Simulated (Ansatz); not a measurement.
**Al₂H₄F₂: a ladder of functionals and wavefunction methods**

The task here is to estimate one member of a computed series from the others.

Program: Ansatz 0.2.0, Gaussian basis. Level of theory: functionals in def2-TZVPP, the program's frozen cores in correlated methods. These are calculated values, not measurements.

The runs, in order: LDA (SPW92), PBE-D4, revPBE-D4, BLYP-D4, r2SCAN-D4, B97M-V, PBE0-D4, B3LYP-D4, r2SCANh-D4, r2SCAN0-D4, HSE06-D4, BHLYP-D4, CAM-B3LYP-D4, LC-ωPBE, ωB97X-V, ωB97M-V, B2PLYP, PBE-QIDH; CCSD(T)/def2-SVP; CCSD(T)/def2-TZVPP; MP2/def2-QZVPP; extrapolation to the limit; RPA on PBE.

### Structure used throughout

The geometry comes from an earlier relaxation with PBE0-D4 in a triple-zeta def2 set; it is a stationary point, not always the lowest conformer.

SMILES `[F+]1[AlH2-][F+][AlH2-]1`, 8 atoms, charge 0, spin multiplicity 1.

Atoms are counted from 1 here; the program's logs count them from 0.

Bond lengths: F1–Al2 1.829 Å, F1–Al4 1.829 Å, Al2–F3 1.829 Å, Al2–H5 1.572 Å, Al2–H6 1.572 Å, F3–Al4 1.829 Å, Al4–H7 1.572 Å, Al4–H8 1.572 Å. Angles: Al2–F1–Al4 99.7°, F1–Al2–F3 80.3°, F1–Al2–H5 109.6°, F1–Al2–H6 109.6°, F3–Al2–H5 109.6°, F3–Al2–H6 109.6°, H5–Al2–H6 127.9°, Al2–F3–Al4 99.7°, F1–Al4–F3 80.3°, F1–Al4–H7 109.6°, F1–Al4–H8 109.6°, F3–Al4–H7 109.6°, F3–Al4–H8 109.6°, H7–Al4–H8 127.9°.

Geometry (Å):

```
F    -0.7134    0.0547    0.9375
Al    0.1144    1.3935    0.0058
F     0.7126   -0.0546   -0.9381
Al   -0.1145   -1.3935   -0.0058
H    -0.9481    2.1772   -0.8478
H     1.2904    1.9850    0.8654
H     0.9486   -2.1760    0.8480
H    -1.2901   -1.9862   -0.8650
```

The first run:

The input, in.yaml:

```yaml
crystal:
  periodic: [false, false, false]
  atoms:
    - {symbol: F, position_ang: [-0.713386, 0.054722, 0.937529]}
    - {symbol: Al, position_ang: [0.114416, 1.393452, 0.005792]}
    - {symbol: F, position_ang: [0.712602, -0.054644, -0.938138]}
    - {symbol: Al, position_ang: [-0.114481, -1.393453, -0.005844]}
    - {symbol: H, position_ang: [-0.948089, 2.177215, -0.847760]}
    - {symbol: H, position_ang: [1.290430, 1.984958, 0.865368]}
    - {symbol: H, position_ang: [0.948644, -2.176003, 0.848048]}
    - {symbol: H, position_ang: [-1.290147, -1.986237, -0.865004]}
basis:
  gaussian: {orbitals: def2-TZVPP}
hamiltonian: {xc: lda}
output: {orbitals: {seedname: orbitals}}
```

The run is started by

```
$ ansatz run in.yaml --threads 4 --pin off --events-out ev --progress --plain --max-ram 10444MiB
```

Among the steps run: LDA; PBE-D4 (GGA); revPBE-D4 (GGA); BLYP-D4 (GGA); r2SCAN-D4 (meta-GGA); B97M-V (meta-GGA); B3LYP-D4 (hybrid); r2SCANh-D4 (hybrid); r2SCAN0-D4 (hybrid); HSE06-D4 (hybrid); BHLYP-D4 (hybrid); CAM-B3LYP-D4 (range-separated); LC-ωPBE (range-separated); ωB97X-V (range-separated); ωB97M-V (range-separated); B2PLYP (double hybrid); PBE-QIDH (double hybrid).

One table of the session follows, with a row left open; its other results are not shown here.

It belongs to the step «Orbital energies across the functionals». 

| functional | HOMO (eV) | gap (eV) |
| --- | --- | --- |
| LDA (SPW92) | -7.32 | 5.54 |
| PBE-D4 | -7.29 | 5.77 |
| revPBE-D4 | -7.26 | 5.86 |
| BLYP-D4 | -7.22 | 5.80 |
| r2SCAN-D4 | ? | ? |
| B97M-V | -7.75 | 6.33 |
| PBE0-D4 | -8.61 | 7.89 |
| B3LYP-D4 | -8.44 | 7.48 |
| r2SCANh-D4 | -8.11 | 7.31 |
| r2SCAN0-D4 | -8.84 | 8.40 |
| HSE06-D4 | -8.21 | 7.12 |
| BHLYP-D4 | -9.90 | 9.92 |
| CAM-B3LYP-D4 | -10.06 | 10.20 |
| LC-ωPBE | -11.44 | 12.74 |
| ωB97X-V | -11.09 | 12.26 |
| ωB97M-V | -10.86 | 11.67 |

Q: Estimate the row for r2SCAN-D4 from the others.

Worked estimate for «HOMO (eV)». Against the share of exact exchange, r2SCANh-D4 (0.1, -8.11), r2SCAN0-D4 (0.25, -8.84) give a slope of -4.87 per unit share; at 0 the line stands at -7.62.

As computed: HOMO (eV): -7.63; gap (eV): 6.57. In «HOMO (eV)» the line misses by +0.01.
